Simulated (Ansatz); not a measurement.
Ge2Sb2Te5:

```
Te Sb Ge
1.0
     4.29406    0.00000    0.00000
    -2.14703    3.71877    0.00000
     0.00000    0.00000   17.10135
Te Sb Ge
5 2 2
Cartesian
  2.1470 1.2396 7.1807
  0.0000 2.4792 9.9206
  0.0000 2.4792 3.4466
  2.1470 1.2396 13.6547
  0.0000 0.0000 0.0000
  0.0000 0.0000 5.4736
  0.0000 0.0000 11.6278
  2.1470 1.2396 1.7596
  0.0000 2.4792 15.3417
```

The cell comes from a database or a generator and needn't be the stable form of this composition.

```yaml
Program: Ansatz 0.2.0
Task: relaxation of cell and atoms
Functional: revPBE
Dispersion: D3(BJ)
Potentials_or_basis: Ansatz PAW
Cutoff: "420 eV (not typed: the program's choice for these potentials)"
k_mesh: 7 × 7 × 2
Occupations: fermi-dirac, width 0.05 eV
Spin: no spin polarisation
```

At the start: volume 30.34 Å³/atom.

Question: How do energy, volume and symmetry change on relaxing?

Answer: It ends after 7 steps and the volume is 28.29 Å³/atom (-6.8 %); space group P-3m1 (No. 164, to 0.05 Å).

The path:
```tsv
step	energy change (eV)	largest force (eV/Å)	volume (Å³)
1	0.0000	0.2032	273.09
2	-0.0910	0.5592	254.78
3	-0.0993	0.2261	246.93
4	-0.1519	0.0817	257.63
5	-0.1591	0.0209	254.76
6	-0.1593	0.0013	254.65
7	-0.1561	0.0012	254.65
```

Final structure:
```cif
data_structure
_symmetry_space_group_name_H-M 'P 1'
_symmetry_Int_Tables_number 1
_cell_length_a 4.1972
_cell_length_b 4.1972
_cell_length_c 16.6912
_cell_angle_alpha 90.000
_cell_angle_beta 90.000
_cell_angle_gamma 120.000
_cell_volume 254.65
loop_
_atom_site_label
_atom_site_type_symbol
_atom_site_fract_x
_atom_site_fract_y
_atom_site_fract_z
_atom_site_occupancy
Te1 Te 0.66667 0.33333 0.42292 1
Te2 Te 0.33333 0.66667 0.57708 1
Te3 Te 0.33333 0.66667 0.19961 1
Te4 Te 0.66667 0.33333 0.80039 1
Te5 Te 0.00000 0.00000 0.00000 1
Sb1 Sb 0.00000 0.00000 0.31907 1
Sb2 Sb 0.00000 0.00000 0.68093 1
Ge1 Ge 0.66667 0.33333 0.10095 1
Ge2 Ge 0.33333 0.66667 0.89905 1
```

Caveat: the plane-wave basis is chosen anew once the cell has moved, so the energies of steps on either side of that aren't comparable; pairwise dispersion overbinds metals, which lowers pressure and volume; the PAW data sets come from PBE, with cores solved anew for the run's functional, which leaves a small shift of forces and pressure.
